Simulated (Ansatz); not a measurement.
# Bi: response to strain

Bi is deformed so: zz strain of -1 %. What stress and forces result, by LAPW, PAW and all-electron datasets made for the crystal?

Method: DFT PBEsol, scalar-relativistic, in Ansatz 0.2.0.

### 1 Starting point

It takes space group R-3m (No. 166, trigonal). Conventional cell: a = 4.546 Å, b = 4.546 Å, c = 11.862 Å, α = 90.00°, β = 90.00°, γ = 120.00°. Bi (site symmetry 3m) has 6 Bi at 3.07 to 3.53 Å as nearest neighbours.

Coordinates:

```
Bi
1.0
     2.27300    1.31232    3.95400
    -2.27300    1.31232    3.95400
     0.00000   -2.62463    3.95400
Bi
2
Cartesian
  0.0000 0.0000 2.7744
  0.0000 0.0000 9.0876
```

Atoms are numbered in the order of the input: Bi1, Bi2.

### 2 The deformed structure

Space group R-3m before, R-3m after.

### 3 Full-potential LAPW

Contents of input.yaml:

```yaml
crystal:
  lattice:
    - [2.2729996784, 1.3123169762, 3.91446]
    - [-2.2729996784, 1.3123169762, 3.91446]
    - [0.0, -2.6246339523, 3.91446]
  atoms:
    - { symbol: Bi, position: [0.23389, 0.23389, 0.23389] }
    - { symbol: Bi, position: [0.76611, 0.76611, 0.76611] }
kpoints:
  mp_grid: { grid: [10, 10, 10] }
  band_path:
    path:
      - [0.0, 0.0, 0.0]
      - [0.5, 0.5, 0.5]
      - [0.7584056137, 0.2415943863, 0.5]
      - [0.5, -0.2415943863, 0.2415943863]
      - [0.5, 0.0, 0.0]
      - [0.0, 0.0, 0.0]
      - [0.3707971932, -0.3707971932, 0.0]
      - [0.6292028068, 0.0, 0.3707971932]
      - [0.5, 0.0, 0.5]
    npoints: 5
scf:
  occupations: { method: fermi_dirac, width: 0.03 }
hamiltonian:
  xc: pbesol
  pseudopotentials: { kind: all_electron, lapw: { basis_error: 0.0005 } }
output:
  forces: true
  stress: true
  eigenvalues: true
```

Started as:

```
> ansatz run input.yaml --threads 1 --pin off --max-ram 3072MiB --backend cpu --events-out ev --progress --plain --runs-dir out
```

### 4 PAW with frozen cores

Contents of input.yaml:

```yaml
crystal:
  lattice:
    - [2.2729996784, 1.3123169762, 3.91446]
    - [-2.2729996784, 1.3123169762, 3.91446]
    - [0.0, -2.6246339523, 3.91446]
  atoms:
    - { symbol: Bi, position: [0.23389, 0.23389, 0.23389] }
    - { symbol: Bi, position: [0.76611, 0.76611, 0.76611] }
kpoints:
  mp_grid: { grid: [10, 10, 10] }
scf:
  occupations: { method: fermi_dirac, width: 0.03 }
hamiltonian:
  xc: pbesol
  pseudopotentials: { kind: paw }
output:
  forces: true
  stress: true
  eigenvalues: true
  efg: { contact_densities: true }
```

### 5 Datasets made for this crystal

input.yaml, as its differences from that of step 4:

```diff
@@ -14,3 +14,3 @@
   xc: pbesol
-  pseudopotentials: { kind: paw }
+  pseudopotentials: { kind: all_electron, datasets: crystal }
 output:
```

(Steps that only read results are left out.)

Q: Predict the outcome of this session. Wanted: pressure; largest shear or deviatoric stress.

**Answer**, as computed:

```
                                 quantity                                              value
                                 pressure  LAPW -0.21, PAW -0.23, crystal datasets -0.21 GPa
largest shear or deviatoric stress (LAPW)                                           0.18 GPa
```

What this shows: The largest part of the stress beyond the pressure is 0.18 GPa in size, in the zz component; the atoms are carried along and not relaxed. No run of the undeformed cell stands beside it, so the pressure holds what the given cell had before the change. PAW: stress within 0.02 GPa of LAPW, forces within 1 meV/Å. Crystal datasets: stress within 0.01 GPa of LAPW, forces within 1 meV/Å. Spin-orbit coupling is left out, though the cell holds Bi; in elements this heavy it can shift bands and gaps by tenths of an eV.
